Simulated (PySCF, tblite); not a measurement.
# ClH5O3Si3, a small molecule taken as a stand-in for a surface group (silica 3-ring): NMR shifts, core binding energies and electronic excitations, part 2 of 2

tblite 0.8.0 and PySCF 2.14.0. Atoms count from 0, parts from 1.

### Step 5. X-ray photoelectron lines: SCAN, X2C

Job settings and geometry (Å):

```
{"job": {"kind": "xps", "holes": 5}, "charge": 0, "multiplicity": 1}
O      0.249396    -1.503905    -0.259045
Si     1.660004    -0.623558    -0.110800
O      1.223777     0.974609     0.024390
Si    -0.246898     1.748651     0.057555
O     -1.415238     0.577947    -0.167054
Si    -1.336238    -1.069771    -0.119300
Cl    -2.044952    -1.723151     1.692833
H      2.384705    -1.047191     1.113169
H      2.474212    -0.820041    -1.335759
H     -0.330920     2.721629    -1.059312
H     -0.436524     2.398919     1.378506
H     -2.144332    -1.663942    -1.197780
```

Method: delta-SCF UKS SCAN, pcX-2 on the ionised atom, pcseg-1 elsewhere, spin-free X2C.

Standard output:

```text
ground state, core basis on atom 1 (Si), 181 functions
  cycle   1  E = -1560.46396770  |g| = 1.17e+00
  cycle   2  E = -1559.84815310  |g| = 2.13e+00
  cycle   3  E = -1560.71613288  |g| = 1.45e-01
  cycle   4  E = -1560.72075990  |g| = 6.37e-02
  cycle   5  E = -1560.72194392  |g| = 1.52e-02
  cycle   6  E = -1560.72198845  |g| = 7.25e-03
  cycle   7  E = -1560.72199818  |g| = 2.58e-03
  cycle   8  E = -1560.72200179  |g| = 3.60e-04
  E(ground) = -1560.79168392 Eh
hole in Si 2p of atom 1
  cycle   1  E = -1556.39947812  |g| = 1.23e+00
  cycle   2  E = -1555.34866040  |g| = 1.55e+00
  cycle   3  E = -1556.56080535  |g| = 4.69e-01
  cycle   4  E = -1556.71130188  |g| = 8.25e-02
  cycle   5  E = -1556.71047566  |g| = 1.02e-01
  cycle   6  E = -1556.71453472  |g| = 2.75e-02
  cycle   7  E = -1556.71482452  |g| = 8.58e-03
  cycle   8  E = -1556.71485742  |g| = 3.60e-03
  cycle   9  E = -1556.71486171  |g| = 1.64e-03
  cycle  10  E = -1556.71486207  |g| = 3.06e-04
  E(ion) = -1556.79555411 Eh   <S^2> = 0.7511   hole on atom = 1.003   binding energy = 108.740 eV
  2p3/2 = 108.479 eV   2p1/2 = 109.107 eV
ground state, core basis on atom 2 (O), 170 functions
  cycle   1  E = -1560.64901229  |g| = 1.13e-01
  cycle   2  E = -1560.64678222  |g| = 1.32e-01
  cycle   3  E = -1560.64940329  |g| = 5.26e-02
  cycle   4  E = -1560.64986302  |g| = 8.24e-03
  cycle   5  E = -1560.64987848  |g| = 2.93e-03
  cycle   6  E = -1560.64988054  |g| = 3.27e-04
  E(ground) = -1560.75724110 Eh
hole in O 1s of atom 2
  cycle   1  E = -1540.03183123  |g| = 2.23e+00
  cycle   2  E = -1539.55542833  |g| = 2.22e+00
  cycle   3  E = -1540.79885277  |g| = 4.52e-01
  cycle   4  E = -1540.81539721  |g| = 3.59e-01
  cycle   5  E = -1540.86410445  |g| = 5.87e-02
  cycle   6  E = -1540.86540334  |g| = 1.03e-02
  cycle   7  E = -1540.86545437  |g| = 4.83e-03
  cycle   8  E = -1540.86547014  |g| = 1.47e-03
  cycle   9  E = -1540.86547232  |g| = 8.31e-04
  cycle  10  E = -1540.86547051  |g| = 4.29e-04
  E(ion) = -1540.97334339 Eh   <S^2> = 0.7619   hole on atom = 1.000   binding energy = 538.347 eV
ground state, core basis on atom 4 (O), 170 functions
  cycle   1  E = -1560.64518789  |g| = 1.63e-01
  cycle   2  E = -1560.63500009  |g| = 2.70e-01
  cycle   3  E = -1560.64833193  |g| = 3.44e-02
  cycle   4  E = -1560.64850282  |g| = 1.66e-02
  cycle   5  E = -1560.64854871  |g| = 3.12e-03
  cycle   6  E = -1560.64855303  |g| = 6.18e-04
  cycle   7  E = -1560.64855286  |g| = 2.52e-04
  E(ground) = -1560.75729234 Eh
hole in O 1s of atom 4
  cycle   1  E = -1540.02540949  |g| = 2.23e+00
  cycle   2  E = -1539.46981460  |g| = 2.25e+00
  cycle   3  E = -1540.77455423  |g| = 4.83e-01
  cycle   4  E = -1540.80608739  |g| = 3.60e-01
  cycle   5  E = -1540.85870770  |g| = 7.35e-02
  cycle   6  E = -1540.86026949  |g| = 3.03e-02
  cycle   7  E = -1540.86081031  |g| = 5.22e-03
  cycle   8  E = -1540.86081959  |g| = 3.10e-03
  cycle   9  E = -1540.86082396  |g| = 1.23e-03
  cycle  10  E = -1540.86082481  |g| = 2.91e-04
  E(ion) = -1540.96988645 Eh   <S^2> = 0.7619   hole on atom = 1.000   binding energy = 538.443 eV
ground state, core basis on atom 5 (Si), 181 functions
  cycle   1  E = -1560.72277618  |g| = 3.13e-01
  cycle   2  E = -1560.71691763  |g| = 2.19e-01
  cycle   3  E = -1560.71943593  |g| = 1.80e-01
  cycle   4  E = -1560.72545158  |g| = 2.75e-02
  cycle   5  E = -1560.72559422  |g| = 6.24e-03
  cycle   6  E = -1560.72560080  |g| = 1.40e-03
  cycle   7  E = -1560.72560283  |g| = 4.01e-04
  E(ground) = -1560.79629667 Eh
hole in Si 2p of atom 5
  cycle   1  E = -1556.38338507  |g| = 1.25e+00
  cycle   2  E = -1556.00498162  |g| = 1.35e+00
  cycle   3  E = -1556.60376473  |g| = 4.23e-01
  cycle   4  E = -1556.70201942  |g| = 9.81e-02
  cycle   5  E = -1556.70589941  |g| = 4.28e-02
  cycle   6  E = -1556.70659460  |g| = 1.68e-02
  cycle   7  E = -1556.70670141  |g| = 5.69e-03
  cycle   8  E = -1556.70671900  |g| = 1.84e-03
  cycle   9  E = -1556.70671978  |g| = 8.51e-04
  cycle  10  E = -1556.70671974  |g| = 1.76e-04
  E(ion) = -1556.78632634 Eh   <S^2> = 0.7514   hole on atom = 1.003   binding energy = 109.117 eV
  2p3/2 = 108.952 eV   2p1/2 = 109.580 eV
ground state, core basis on atom 6 (Cl), 181 functions
  cycle   1  E = -1560.79916629  |g| = 4.85e-01
  cycle   2  E = -1560.79912926  |g| = 5.87e-02
  cycle   3  E = -1560.79867821  |g| = 6.99e-02
  cycle   4  E = -1560.79973701  |g| = 1.34e-02
  cycle   5  E = -1560.79975774  |g| = 5.75e-03
  cycle   6  E = -1560.79976749  |g| = 9.75e-04
  cycle   7  E = -1560.79976849  |g| = 2.26e-04
  E(ground) = -1560.89370730 Eh
hole in Cl 2p of atom 6
  cycle   1  E = -1552.73133604  |g| = 1.70e+00
  cycle   2  E = -1552.55536804  |g| = 1.34e+00
  cycle   3  E = -1553.12898813  |g| = 3.45e-01
  cycle   4  E = -1553.17613756  |g| = 2.11e-01
  cycle   5  E = -1553.19132230  |g| = 6.51e-02
  cycle   6  E = -1553.19306511  |g| = 1.27e-02
  cycle   7  E = -1553.19312753  |g| = 5.03e-03
  cycle   8  E = -1553.19313856  |g| = 1.90e-03
  cycle   9  E = -1553.19314118  |g| = 8.15e-04
  cycle  10  E = -1553.19314015  |g| = 1.27e-04
  E(ion) = -1553.29677656 Eh   <S^2> = 0.7519   hole on atom = 1.001   binding energy = 206.723 eV
  2p3/2 = 206.137 eV   2p1/2 = 207.791 eV
```

It took 44 s on 1 thread of Arm Neoverse V2, shared host; peak memory 0.66 GiB.

The holes in one table. −ε is the ground-state orbital energy:

| hole | stands for | environment | ΔSCF (eV; 2p as the shell's mean) | −ε (eV) | ⟨S²⟩ |
| --- | --- | --- | --- | --- | --- |
| Si2p on Si1 | Si1, Si3 | silicon bonded to 2 O, 2 H | 108.69 | 97.6 | 0.751 |
| O1s on O2 | O2 | oxygen bonded to 2 Si | 538.35 | 517.0 | 0.762 |
| O1s on O4 | O0, O4 | oxygen bonded to 2 Si | 538.44 | 517.2 | 0.762 |
| Si2p on Si5 | Si5 | silicon bonded to Cl, 2 O, H | 109.16 | 98.3 | 0.751 |
| Cl2p on Cl6 | Cl6 | chlorine bonded to Si | 206.69 | 193.5 | 0.752 |

Each hole run stands for the others of its class of like atoms.

With the spin-orbit splitting: Si1 2p3/2 108.48, 2p1/2 109.11 eV; Si5 2p3/2 108.95, 2p1/2 109.58 eV; Cl6 2p3/2 206.14, 2p1/2 207.79 eV. The table gives each 2p level as the mean over the whole 2p shell (two parts 2p3/2, one part 2p1/2), which differs a little from the single hole in the log.

### Step 6. Excited states and response: CAM-B3LYP/def2-SVPD

Same as in step 5 but for these lines:

```diff
@@ -1,2 +1,2 @@
-{"job": {"kind": "xps", "holes": 5}, "charge": 0, "multiplicity": 1}
+{"job": {"kind": "uv", "xc": "CAM-B3LYP", "basis": "def2-SVPD", "nstates": 6, "ntriplets": 2, "ip": true}, "charge": 0, "multiplicity": 1}
 O      0.249396    -1.503905    -0.259045
```

Level: TDDFT CAM-B3LYP/def2-SVPD, vertical, gas phase, core orbitals frozen in the response.

Standard output:

```text
coarse grid: 12856 points
cycle   1  E = -1556.6159387059  dE =  9.410e-01  |g| = 1.164e+00  |ddm| = 7.486e+00
cycle   2  E = -1556.4513066340  dE =  1.646e-01  |g| = 1.520e+00  |ddm| = 5.941e+00
cycle   3  E = -1556.8717942032  dE = -4.205e-01  |g| = 7.794e-02  |ddm| = 2.432e+00
cycle   4  E = -1556.8731585483  dE = -1.364e-03  |g| = 3.253e-02  |ddm| = 2.879e-01
cycle   5  E = -1556.8734347045  dE = -2.762e-04  |g| = 5.730e-03  |ddm| = 1.421e-01
cycle   6  E = -1556.8734413444  dE = -6.640e-06  |g| = 2.564e-03  |ddm| = 2.955e-02
final grid: 108008 points
cycle   7  E = -1557.0808224149  dE = -8.312e-06  |g| = 3.941e-03  |ddm| = 5.332e-02
cycle   8  E = -1557.0808198693  dE =  2.546e-06  |g| = 5.488e-03  |ddm| = 1.411e-02
cycle   9  E = -1557.0808253211  dE = -5.452e-06  |g| = 3.001e-04  |ddm| = 7.571e-03
cycle  10  E = -1557.0808253398  dE = -1.874e-08  |g| = 7.358e-05  |ddm| = 8.458e-04
cycle  11  E = -1557.0808253411  dE = -1.274e-09  |g| = 3.306e-05  |ddm| = 2.549e-04
cycle  12  E = -1557.0808253413  dE = -2.069e-10  |g| = 7.749e-06  |ddm| = 7.033e-05
converged SCF energy = -1557.0808253413

Static polarisability (au): isotropic 88.212, principal 82.033 87.298 95.305

Singlet excitations
state   eV       nm        f      main configurations
  1   7.6668    161.7   0.00490   H->L+1 0.50, H->L 0.35
  2   7.9054    156.8   0.01704   H->L 0.45, H->L+1 0.27, H-1->L+2 0.09
  3   7.9701    155.6   0.00007   H->L+2 0.52, H-1->L+1 0.26, H-3->L+1 0.08
  4   8.2938    149.5   0.00042   H-1->L 0.61, H-3->L 0.08
  5   8.6774    142.9   0.01554   H-1->L+1 0.28, H->L+2 0.19, H->L+5 0.10
  6   8.7087    142.4   0.08104   H-1->L+2 0.20, H->L+4 0.19, H->L+3 0.14

Triplet excitations (Tamm-Dancoff, eV): 7.2700 7.5341
Vertical ionisation energy (delta-SCF) = 10.9947 eV
```

Wall time 4 min (1 thread of Arm Neoverse V2, shared host); peak memory 1.1 GiB.

Frontier orbitals and where they lie:

| orbital | eV | atoms |
| --- | --- | --- |
| HOMO−3 | -11.22 | Cl6 48 %, Si3 8 %, Si1 7 % |
| HOMO−2 | -10.83 | Cl6 76 %, Si5 12 %, H11 7 % |
| HOMO−1 | -10.55 | Cl6 36 %, O4 17 %, O0 16 % |
| HOMO | -10.18 | O2 21 %, Si1 13 %, Si3 13 % |
| LUMO | 0.83 | Si1 24 %, Si3 23 %, Si5 13 % |
| LUMO+1 | 0.97 | O2 15 %, Si3 15 %, Si1 14 % |
| LUMO+2 | 1.23 | Si1 14 %, Si3 14 %, Si5 13 % |

With each of the 6 states as a Gaussian band of 0.4 eV half-width at 1/e, the curve within the window shown has maxima at 143 nm (ε 3,900) L/(mol cm). Beyond the last state computed it falls off for lack of states. The curve at chosen wavelengths:

nm, ε (L/mol/cm) and a bar:
```
      138       2188 #################
      139       2729 #####################
      141       3616 ############################
      142       3858 ##############################
      144       3820 ##############################
      145       3565 ############################
      147       2786 ######################
      148       2360 ##################
      150       1632 #############
      151       1371 ##########
      153       1061 ########
      154        989 #######
      156        930 #######
      157        915 #######
      159        864 ######
      160        820 ######
      162        696 #####
      163        622 #####
      165        466 ###
      166        392 ###
      168        263 ##
      169        210 #
      171        127 #
      172         96 
      174         53 
      175         39
```

Ground-state properties from the same run:

| property | computed |
| --- | --- |
| dipole moment (D) | 1.42 |
| polarisability (Å³) | 13.07 |
| HOMO–LUMO gap (eV) | 11.01 |
| −ε(HOMO) (eV) | 10.18 |

### Step 7. Summary of results

This closing draws on all 2 parts.

```
                                                                     quantity                             value
                                         rotational constants (main isotopes)              1.93, 1.01, 0.77 GHz
                                   $^{1}$H shifts against TMS (PBE0/pcSseg-1)  5.26, 5.24, 5.21, 5.17, 5.15 ppm
 $^{17}$O shifts against H2O (PBE0/pcSseg-1, means over atoms taken as alike)                   110.1, 83.5 ppm
$^{29}$Si shifts against TMS (PBE0/pcSseg-1, means over atoms taken as alike)                  -31.2, -39.5 ppm
                                 $^{35}$Cl shifts against HCl (PBE0/pcSseg-1)                           101 ppm
                                            Si2p binding energies, SCAN/pcX-2         Si5 109.16, Si1 108.69 eV
                                             O1s binding energies, SCAN/pcX-2           O4 538.44, O2 538.35 eV
                                            Cl2p binding energies, SCAN/pcX-2                     Cl6 206.69 eV
                                         lowest singlet (CAM-B3LYP/def2-SVPD)       7.67 eV (162 nm), f = 0.005
                                     brightest single state of those computed       state 6, 8.71 eV, f = 0.081
                                                               lowest triplet                           7.27 eV
                                            vertical ionisation energy (ΔSCF)                          10.99 eV
```

Over 9 steps the energy fell by 0.502 eV; of the close pairs, O2–Si3 changed most, 1.581 to 1.662 Å (PBE0/def2-SVP). At PBE0/pcSseg-1: The largest span, 294 ppm, is at Cl6, where the paramagnetic term is -307 ppm. Si5 (silicon bonded to Cl, 2 O, H) binds its Si2p electron 0.47 eV more tightly than Si1 (silicon bonded to 2 O, 2 H). O4 (oxygen bonded to 2 Si) binds its O1s electron 0.10 eV more tightly than O2 (oxygen bonded to 2 Si). The lowest singlet, at 7.67 eV, is HOMO→LUMO+1 0.50, HOMO→LUMO 0.35 and is weak; of the 6 states computed, the strongest absorption comes from state 6 at 8.71 eV (the last computed, so partners may be missing). The lowest triplet lies 0.40 eV below the lowest singlet (triplets in Tamm-Dancoff, singlets in full TDDFT). ΔSCF puts the ionisation energy at 10.99 eV, 0.81 eV above −ε(HOMO). A capped cluster stands for the solid here, so long-range fields and strain are missing, and bands or shifts of the capping hydrogens have no counterpart in it.
